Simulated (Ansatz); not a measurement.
**ZrNH₂ (doublet): the correlation ladder, def2-SVP**

The task here is to estimate one member of a computed series from the others.

Program: Ansatz 0.2.0, Gaussian basis. Level of theory: def2-SVP, core rule «outside noble gas», up to 5 orbitals frozen. These are calculated values, not measurements.

The runs, in order: UHF; CCSD(T) on ROHF; CCSD(T) on UHF; CISD as a restricted active space (open shells left free, so some higher excitations enter); CCSDT(Q) on ROHF; CCSDT(Q) on UHF.

27 further runs of the same task are left out: 10 for a known fault of the program, 9 that didn't finish, 8 set aside as unsound or not needed. Runs told in other sessions of the task aren't counted.

### The system

The geometry is a PBE0/def2-TZVP stationary point (not a proven minimum) of the parent state, kept for this charge and spin. No spin-orbit coupling is included. Elements past krypton take def2 core potentials.

4 atoms, charge 0, spin multiplicity 2.

Atoms are counted from 1 here; the program's logs count them from 0.

Bond lengths: Zr1–N2 2.019 Å, N2–H3 1.014 Å, N2–H4 1.014 Å. Angles: Zr1–N2–H3 125.6°, Zr1–N2–H4 125.6°, H3–N2–H4 108.4°.

Set-up of the first run:

in.yaml

```yaml
crystal:
  periodic: [false, false, false]
  atoms:
    - {symbol: Zr, position_ang: [-0.001367, 0.000000, 0.312699]}
    - {symbol: N, position_ang: [0.015231, 0.000000, -1.706085]}
    - {symbol: H, position_ang: [-0.043974, -0.822604, -2.296305]}
    - {symbol: H, position_ang: [-0.043974, 0.822604, -2.296305]}
basis:
  gaussian: {orbitals: def2-SVP}
magnetization: {spin_polarized: true, initial_magnetization: 1}
hamiltonian: {xc: hf}
output: {orbitals: {seedname: orbitals}}
```

Launch:

```console
ansatz run in.yaml --threads 1 --pin off --events-out ev --progress --plain --max-ram 2393MiB
```

Steps of the session up to this table: UHF; CCSD(T) on ROHF; CCSD(T) on UHF; CISD as a restricted active space (open shells left free, so some higher excitations enter); CCSDT(Q) on ROHF; CCSDT(Q) on UHF.

One of the session's tables, all rows but one given; the rest of the session is left out.

| method | from RCCSDT(Q) (meV) |
| --- | --- |
| ROHF | +7426.1 |
| UHF | +7165.2 |
| RMP2 | +948.1 |
| UMP2 | ? |
| RCCSD | +328.3 |
| UCCSD | +284.9 |
| RCCSD(T) | +56.6 |
| UCCSD(T) | +21.1 |
| RCCSDT | +18.7 |
| UCCSDT | -13.3 |
| RCCSDT(Q) | 0 |
| UCCSDT(Q) | -38.8 |

Estimate the missing values for UMP2.

The run gave: from RCCSDT(Q) (meV): +1006.7. In the column «from RCCSDT(Q) (meV)» it lies between RMP2 (+948.1) and UHF (+7165.2).

Not comparable, so not listed: CISD as a restricted active space (open shells left free, so some higher excitations enter) (they don't share determinant, frozen orbitals or solution with the rows shown, or repeat one).

To keep in mind: The determinant of HF (⟨S²⟩ 1.31) is far from a pure spin state, so its energy mixes those of several spin states; that is harmless only where they are near-degenerate. Warnings: spin contamination; coupled cluster took another determinant than the lowest. Restricted and unrestricted rows rest on different reference determinants; a gap between their highest levels can come from leftover correlation error, from unlike frozen cores or from another state.
